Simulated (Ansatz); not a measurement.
# C2H11AlN2Si: the cost of one run

Program: Ansatz 0.2.0. Level of theory: RKS PBE/STO-3G. These are calculated values, not measurements.

### 1 The structure to begin with

Bond lengths (14 of 16 bonds, heavy atoms first): N1–C2 1.412 Å, C2–Al3 1.987 Å, C2–C4 1.566 Å, C4–N5 1.430 Å, N5–Si6 1.818 Å, N1–H7 1.019 Å, N1–H8 1.067 Å, C2–H9 1.082 Å, Al3–H10 1.627 Å, Al3–H11 1.613 Å, C4–H12 1.146 Å, C4–H13 1.029 Å, N5–H14 1.007 Å, Si6–H15 1.469 Å. Angles (14 of 27 angles, heavy atoms first): N1–C2–Al3 108.4°, N1–C2–C4 114.4°, Al3–C2–C4 109.1°, C2–C4–N5 112.6°, C4–N5–Si6 115.2°, N1–C2–H9 108.1°, Al3–C2–H9 105.1°, C4–C2–H9 111.3°, C2–N1–H7 112.4°, C2–N1–H8 107.7°, C2–Al3–H10 121.2°, C2–Al3–H11 121.2°, C2–C4–H12 105.0°, C2–C4–H13 110.2°.

Its coordinates follow in the input file.

### 2 End point A

Contents of input.yaml:

```yaml
crystal:
  periodic: [false, false, false]
  atoms:
    - { symbol: "N", position_ang: [-1.1441, -0.5954, 1.1193] }
    - { symbol: C, position_ang: [-0.1285, -1.2077, 0.3532] }
    - { symbol: Al, position_ang: [1.4743, -1.4348, 1.505] }
    - { symbol: C, position_ang: [0.2754, -0.4147, -0.9355] }
    - { symbol: "N", position_ang: [0.702, 0.9196, -0.6488] }
    - { symbol: Si, position_ang: [-0.5756, 2.1995, -0.8392] }
    - { symbol: H, position_ang: [-1.4018, -1.1481, 1.9353] }
    - { symbol: H, position_ang: [-2.0132, -0.5206, 0.5041] }
    - { symbol: H, position_ang: [-0.4478, -2.2131, 0.1125] }
    - { symbol: H, position_ang: [2.2537, -0.1498, 2.1281] }
    - { symbol: H, position_ang: [2.0437, -2.9004, 1.8647] }
    - { symbol: H, position_ang: [-0.6687, -0.4051, -1.5856] }
    - { symbol: H, position_ang: [0.9361, -0.9657, -1.4996] }
    - { symbol: H, position_ang: [1.4196, 1.1732, -1.3088] }
    - { symbol: H, position_ang: [-1.1598, 2.0687, -2.1805] }
    - { symbol: H, position_ang: [-1.6225, 2.0507, 0.1911] }
    - { symbol: H, position_ang: [0.0384, 3.5433, -0.6753] }
basis:
  gaussian: { orbitals: STO-3G }
hamiltonian:
  xc: pbe
relax:
  f_tol: 0.015
  max_steps: 40
```

On the command line:

```sh
$ ansatz run input.yaml --threads 1 --pin off --max-ram 2048MiB --backend cpu --events-out ev --progress --plain --runs-dir out
```

**Question.** How long does this run take on 1 thread of Arm Neoverse V2, shared host, and how much memory does it need?

About 92 s, with a peak of 0.16 GiB.
